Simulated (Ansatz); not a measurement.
# Si3N4: further runs on the relaxed cell

One table from this session's results is given with a row withheld; the runs are named, their logs left out.

Computed with Ansatz 0.2.0 (DFT r2SCAN, scalar-relativistic, plane waves, PAW, unless a step's input says otherwise).

## The starting structure

Symmetry: I-43d, No. 220, cubic system. Conventional cell: a = 6.442 Å, b = 6.442 Å, c = 6.442 Å, α = 90.00°, β = 90.00°, γ = 90.00°. Around Si (site symmetry -4) lie 4 N at 1.74 Å. N (site symmetry 3) has 3 Si at 1.74 Å as nearest neighbours.

Structure file:

```
Si N
1.0
    -3.22120    3.22120    3.22120
     3.22120   -3.22120    3.22120
     3.22120    3.22120   -3.22120
Si N
6 8
Direct
  0.25000 0.12500 0.87500
  0.87500 0.25000 0.12500
  0.75000 0.37500 0.62500
  0.62500 0.75000 0.37500
  0.12500 0.87500 0.25000
  0.37500 0.62500 0.75000
  0.56244 0.56244 0.56244
  0.43756 0.50000 0.00000
  0.50000 0.00000 0.93756
  0.00000 0.43756 0.50000
  0.93756 0.50000 0.00000
  0.06244 0.06244 0.06244
  0.00000 0.93756 0.50000
  0.50000 0.00000 0.43756
```

This cell was relaxed beforehand with the same method: volume 9.55 Å³/atom, gap on the mesh 4.75 eV.

The first run:

input.yaml

```yaml
crystal:
  lattice:
    - [-3.1886644518, 3.1886644518, 3.1886644518]
    - [3.1886644518, -3.1886644518, 3.1886644518]
    - [3.1886644518, 3.1886644518, -3.1886644518]
  atoms:
    - { symbol: Si, position: [0.25, 0.125, 0.875] }
    - { symbol: Si, position: [0.875, 0.25, 0.125] }
    - { symbol: Si, position: [0.75, 0.375, 0.625] }
    - { symbol: Si, position: [0.625, 0.75, 0.375] }
    - { symbol: Si, position: [0.125, 0.875, 0.25] }
    - { symbol: Si, position: [0.375, 0.625, 0.75] }
    - { symbol: "N", position: [0.5624397786, 0.5624397786, 0.5624397786] }
    - { symbol: "N", position: [0.4375602214, 0.5, 0.0] }
    - { symbol: "N", position: [0.5, 0.0, 0.9375602214] }
    - { symbol: "N", position: [0.0, 0.4375602214, 0.5] }
    - { symbol: "N", position: [0.9375602214, 0.5, 0.0] }
    - { symbol: "N", position: [0.0624397786, 0.0624397786, 0.0624397786] }
    - { symbol: "N", position: [0.0, 0.9375602214, 0.5] }
    - { symbol: "N", position: [0.5, 0.0, 0.4375602214] }
basis:
  ecutwfc: 500
kpoints:
  mp_grid: { grid: [6, 6, 6] }
hamiltonian:
  xc: r2scan
scf:
  occupations: { method: gaussian, width: 0.02 }
output:
  forces: true
  stress: true
  eigenvalues: true
relax:
  adjacent_minimum: "off"
  f_tol: 0.01
  max_steps: 30
```

Started as:

```console
> ansatz run input.yaml --threads 4 --pin off --max-ram 10240MiB --backend cpu --events-out ev --progress --plain --runs-dir out
```

Among the steps run: Volume × 0.97; The cell scaled to 1.03 of its volume; Volume × 0.94; The cell scaled to 1.06 of its volume; Point at V/V0 = 0.91; The cell scaled to 1.10 of its volume; Point at V/V0 = 0.88.

One of the session's tables, all rows but one given; the rest of the session is left out.

It belongs to the step «Fit of the equation of state». 

| volume (Å³/atom) | energy above the lowest point (meV/atom) | pressure (GPa) | gap on the mesh (eV) |
| --- | --- | --- | --- |
| 8.404 | 142.2 | 43.31 | 4.90 |
| 8.690 | 76.4 | 30.42 | 4.91 |
| 8.977 | 32.5 | 18.96 | 4.89 |
| 9.263 | 7.8 | 8.87 | 4.85 |
| 9.550 | 0.0 | 0.04 | 4.75 |
| 9.836 | ? | ? | ? |
| 10.123 | 26.7 | -14.31 | 4.49 |
| 10.505 | 70.1 | -21.84 | 4.26 |

Estimate the missing values for volume (Å³/atom) = 9.836.

Worked estimate for «energy above the lowest point (meV/atom)». A straight line through the neighbours (9.550, 0.0) and (10.123, 26.7) gives 0.0 + (26.7 − 0.0) × (9.836 − 9.550) / (10.123 − 9.550) = 13.3; a parabola fitted to 4 rows on both sides gives 7.1.

The run gave: energy above the lowest point (meV/atom): 6.9; pressure (GPa): -7.64; gap on the mesh (eV): 4.62. In «energy above the lowest point (meV/atom)» the line misses by +6.4 and the parabola by +0.2.

Caveats from the session: Warnings in the runs' records: stress scf threshold loose.
